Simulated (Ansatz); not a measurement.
# GeH₆O₂Si: how energies converge with the basis set

Aim: see how fast density functionals converge with the basis set for GeH₆O₂Si.

Program: Ansatz 0.2.0, Gaussian basis. Level of theory: one geometry, several basis sets. These are calculated values, not measurements.

Levels to be run: PBE0-D4/def2-SVP; ωB97M-V/def2-SVP; PBE0-D4/def2-QZVPP; ωB97M-V/def2-QZVPP; the functionals' def2-TZVPP values are taken from earlier runs.

**1. Structure used throughout**

All runs share one geometry, relaxed beforehand with PBE0-D4 in a triple-zeta def2 set.

SMILES `O[SiH2][O][GeH3]`, 10 atoms, charge 0, spin multiplicity 1.

Atoms are counted from 1 here; the program's logs count them from 0.

Bond lengths: O1–Si2 1.644 Å, O1–H5 0.958 Å, Si2–O3 1.628 Å, Si2–H6 1.484 Å, Si2–H7 1.482 Å, O3–Ge4 1.779 Å, Ge4–H8 1.536 Å, Ge4–H9 1.533 Å, Ge4–H10 1.538 Å. Angles: Si2–O1–H5 117.7°, O1–Si2–O3 112.9°, O1–Si2–H6 110.7°, O1–Si2–H7 104.1°, O3–Si2–H6 106.1°, O3–Si2–H7 110.8°, H6–Si2–H7 112.4°, Si2–O3–Ge4 133.2°, O3–Ge4–H8 108.0°, O3–Ge4–H9 105.7°, O3–Ge4–H10 108.6°, H8–Ge4–H9 111.4°, H8–Ge4–H10 111.2°, H9–Ge4–H10 111.7°.

**2. PBE0-D4 in def2-SVP**

The input, in.yaml:

```yaml
crystal:
  periodic: [false, false, false]
  atoms:
    - {symbol: O, position_ang: [-0.957040, 0.534300, -1.837007]}
    - {symbol: Si, position_ang: [-0.269605, 1.230989, -0.516561]}
    - {symbol: O, position_ang: [-0.183595, 0.224079, 0.759396]}
    - {symbol: Ge, position_ang: [0.677685, -1.306086, 1.047303]}
    - {symbol: H, position_ang: [-1.897208, 0.352534, -1.805933]}
    - {symbol: H, position_ang: [-1.065332, 2.399374, -0.065179]}
    - {symbol: H, position_ang: [1.086134, 1.615816, -0.975918]}
    - {symbol: H, position_ang: [-0.234980, -2.455391, 0.594712]}
    - {symbol: H, position_ang: [0.937524, -1.358047, 2.557236]}
    - {symbol: H, position_ang: [1.989317, -1.288868, 0.244948]}
basis:
  gaussian: {orbitals: def2-SVP}
hamiltonian: {xc: pbe0, dispersion: d4}
output: {orbitals: {seedname: orbitals}}
```

The runs that follow: ωB97M-V in def2-SVP; PBE0-D4 in def2-QZVPP; ωB97M-V in def2-QZVPP.

**Question.** What will the summary of the whole plan be? Wanted: PBE0-D4: double and triple zeta above quadruple; ωB97M-V: double and triple zeta above quadruple.

The runs gave:

| quantity | value |
| --- | --- |
| PBE0-D4: double and triple zeta above quadruple | 17.19, 1.77 eV |
| ωB97M-V: double and triple zeta above quadruple | 17.25, 1.71 eV |

PBE0-D4 gains 15.42 eV from double to triple zeta, then 1.77 eV more. Total energies overstate the basis error of differences, where much of it tends to cancel. The LUMO of ωB97M-V is positive and keeps falling with the basis (2.26 to 1.32 eV): an unbound level that the basis holds in place.
